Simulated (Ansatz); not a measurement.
# Ge2F (doublet): from Hartree-Fock to the top rungs, cc-pVDZ

How much of the correlation energy of Ge2F (doublet) does each wave-function method recover here?

The runs use Ansatz 0.2.0, Gaussian basis; cc-pVDZ, core rule «outside noble gas», up to 29 orbitals frozen.

To be run: UHF; CCSD(T) on ROHF; CCSD(T) on UHF; BCCD(T) on ROHF; CISD; CCSDT(Q) on ROHF; CCSDT(Q) on UHF; CASSCF and MRCISD+Q, 13 electrons in 11 orbitals; CASSCF and NEVPT2, 13 electrons in 11 orbitals.

24 further runs of the same task are left out: 2 for a known fault of the program, 11 that didn't finish, 11 set aside as unsound or not needed.

### 1 What is computed

The geometry is a PBE0/def2-TZVP stationary point (not a proven minimum). No spin-orbit coupling is included. The filled d shell of Ge may be among the frozen orbitals whatever the setting's name suggests; the logs give the count.

3 atoms, charge 0, spin multiplicity 2.

Atoms are counted from 1 here; the program's logs count them from 0.

Bond lengths: F1–Ge2 2.007 Å, F1–Ge3 2.007 Å, Ge2–Ge3 2.411 Å. Angles: Ge2–F1–Ge3 73.8°, F1–Ge2–Ge3 53.1°, F1–Ge3–Ge2 53.1°.

Coordinates:

```xyz
3
charge 0, multiplicity 2
F     0.00000   -1.41904    0.00000
Ge    0.00000    0.18557    1.20550
Ge    0.00000    0.18557   -1.20550
```

### 2 UHF

The input, in.yaml:

```yaml
crystal:
  periodic: [false, false, false]
  atoms:
    - {symbol: F, position_ang: [0.000000, -1.419044, 0.000000]}
    - {symbol: Ge, position_ang: [0.000000, 0.185570, 1.205501]}
    - {symbol: Ge, position_ang: [0.000000, 0.185570, -1.205501]}
basis:
  gaussian: {orbitals: cc-pVDZ}
magnetization: {spin_polarized: true, initial_magnetization: 1}
hamiltonian: {xc: hf}
output: {orbitals: {seedname: orbitals}}
```

Launch:

```
> ansatz run in.yaml --threads 1 --pin off --events-out ev --progress --plain --max-ram 2393MiB
```

The runs that follow: CCSD(T) on ROHF; CCSD(T) on UHF; BCCD(T) on ROHF; CISD; CCSDT(Q) on ROHF; CCSDT(Q) on UHF; CASSCF and MRCISD+Q, 13 electrons in 11 orbitals; CASSCF and NEVPT2, 13 electrons in 11 orbitals.

Before running them: what should the planned runs give, taken together? Wanted: UCCSDT(Q) below the RHF energy; RMP2 from UCCSDT(Q); UMP2 from UCCSDT(Q); RCCSD from UCCSDT(Q); RCCSD(T) from UCCSDT(Q); UCCSD(T) from UCCSDT(Q); RCCSDT(Q) from UCCSDT(Q); NEVPT2 valence from UCCSDT(Q); MRCISD+Q valence from UCCSDT(Q).

**Answer**, as computed:

| quantity | value |
| --- | --- |
| UCCSDT(Q) below the RHF energy | -9.9803 eV |
| RMP2 from UCCSDT(Q) | +1085.0 meV |
| UMP2 from UCCSDT(Q) | +1092.4 meV |
| RCCSD from UCCSDT(Q) | +393.8 meV |
| RCCSD(T) from UCCSDT(Q) | +74.8 meV |
| UCCSD(T) from UCCSDT(Q) | +74.1 meV |
| RCCSDT(Q) from UCCSDT(Q) | +8.6 meV |
| NEVPT2 valence from UCCSDT(Q) | +1326.3 meV |
| MRCISD+Q valence from UCCSDT(Q) | +151.6 meV |
| levels within 1 kcal/mol (43 meV) | RCCSDT, UCCSDT, RCCSDT(Q) |
| T1 diagnostic | 0.025 |
| effectively unpaired electrons | 1.05 |

RCCSD(T) lands +74.8 meV from the yardstick (0.7 % of the correlation energy). One determinant dominates. Of the multireference levels listed MRCISD+Q valence comes nearest in total energy (+151.6 meV), which doesn't show that its space is the better one. These misses are within one basis, not against nature; the frozen cores of restricted and unrestricted runs differ, which can shift their rows.
